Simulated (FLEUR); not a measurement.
# GaGe (F-43m) in FLEUR: further runs, part 2 of 2

FLEUR MaX-R8.1 (later development tree). The steps go on from the part before.

## Step 6: Equation of state, LDA, 25.31 Å³/atom (volume scaled by 1.04)

Changes to inp.xml since step 5:

```diff
@@ -24,3 +24,3 @@
       <xi:include xmlns:xi="http://www.w3.org/2001/XInclude" href="sym.xml"> </xi:include>
-      <bulkLattice scale="1.0000000000">
+      <bulkLattice scale="1.0131594038">
          <bravaisMatrix>
```

Potentials or basis: all-electron, FLAPW.

The run is started by

```
$ inpgen -f crystal.txt -profile fastHighL
$ # inp.xml edited to the form shown
$ fleur_MPI
```

Wall time 1.9 min (1 thread of Arm Neoverse V2, shared host); peak memory 0.08 GiB.

The run converged. Its results:

| Item | Value |
| --- | --- |
| Free energy | -109866.1956 eV |
| Band gap on the k mesh | none (metal or under the smearing width) |
| Valence electrons inside the program's atomic spheres | Ge 19.84; Ga 19.10 (radii Ge 2.13, Ga 2.13 bohr) |

## Step 7: Equation of state, LDA, 25.79 Å³/atom (volume scaled by 1.06)

Changes to inp.xml since step 6:

```diff
@@ -24,3 +24,3 @@
       <xi:include xmlns:xi="http://www.w3.org/2001/XInclude" href="sym.xml"> </xi:include>
-      <bulkLattice scale="1.0131594038">
+      <bulkLattice scale="1.0196128224">
          <bravaisMatrix>
```

The run is started by

```
$ inpgen -f crystal.txt -profile fastHighL
$ # inp.xml edited to the form shown
$ fleur_MPI
```

It took 1.9 min on 1 thread of Arm Neoverse V2, shared host; peak memory 0.08 GiB.

Results (log left out):

| Quantity | Value |
| --- | --- |
| Free energy | -109866.1600 eV |
| Band gap on the k mesh | none (metal or under the smearing width) |
| Valence electrons inside the program's atomic spheres | Ge 19.83; Ga 19.09 (radii Ge 2.13, Ga 2.13 bohr) |

## Step 8: Equation of state, LDA

This step only gathers the single runs of the series.

What came out:

```yaml
Equilibrium_volume: "22.43 Å³/atom (rough: see the caveat)"
Bulk_modulus: 63 GPa (rough)
```

Energy against volume, from the lowest point:
```
volume (Å³/atom)  energy (meV/atom)
          22.875               0.00
          23.361               5.29
          24.335              25.14
          25.308              54.85
          25.795              72.64
```

Caveat: the minimum lies outside the volumes run.
